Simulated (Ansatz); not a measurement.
# H4S2Sn: the cost of one run

Method: RKS PBE/def2-SVP, in Ansatz 0.2.0.

### Step 1. The system as given

Bond lengths: S1–Sn2 2.400 Å, Sn2–S3 2.387 Å, S1–H4 1.444 Å, Sn2–H5 1.762 Å, Sn2–H6 1.759 Å, S3–H7 1.407 Å. Angles: S1–Sn2–S3 107.5°, S1–Sn2–H5 109.5°, S1–Sn2–H6 111.0°, S3–Sn2–H5 109.6°, S3–Sn2–H6 109.8°, H5–Sn2–H6 109.4°, Sn2–S1–H4 88.8°, Sn2–S3–H7 94.0°.

Coordinates:

```xyz
7

S    -1.5339   -1.0268   -0.8450
Sn    0.0343    0.4278    0.2434
S     1.6836   -0.9457    1.2878
H    -2.2437    0.1402   -1.3125
H     0.8018    1.4657   -0.9558
H    -0.7657    1.4232    1.4535
H     2.0848   -1.5525    0.0830
```

### Step 2. Preparing the start

input.yaml

```yaml
crystal:
  periodic: [false, false, false]
  atoms:
    - { symbol: S, position_ang: [-1.5339, -1.0268, -0.845] }
    - { symbol: Sn, position_ang: [0.0343, 0.4278, 0.2434] }
    - { symbol: S, position_ang: [1.6836, -0.9457, 1.2878] }
    - { symbol: H, position_ang: [-2.2437, 0.1402, -1.3125] }
    - { symbol: H, position_ang: [0.8018, 1.4657, -0.9558] }
    - { symbol: H, position_ang: [-0.7657, 1.4232, 1.4535] }
    - { symbol: H, position_ang: [2.0848, -1.5525, 0.083] }
basis:
  gaussian: { orbitals: def2-SVP }
hamiltonian:
  xc: pbe
relax:
  f_tol: 0.02
  max_steps: 40
scf:
  lower_state_search: "off"
```

The run is started by

```sh
$ ansatz run input.yaml --threads 1 --pin off --max-ram 2048MiB --backend cpu --events-out ev --progress --plain --runs-dir out
```

Q: Estimate wall time and peak memory on 1 thread of Arm Neoverse N1, shared host.

About 95 s, with a peak of 0.11 GiB.
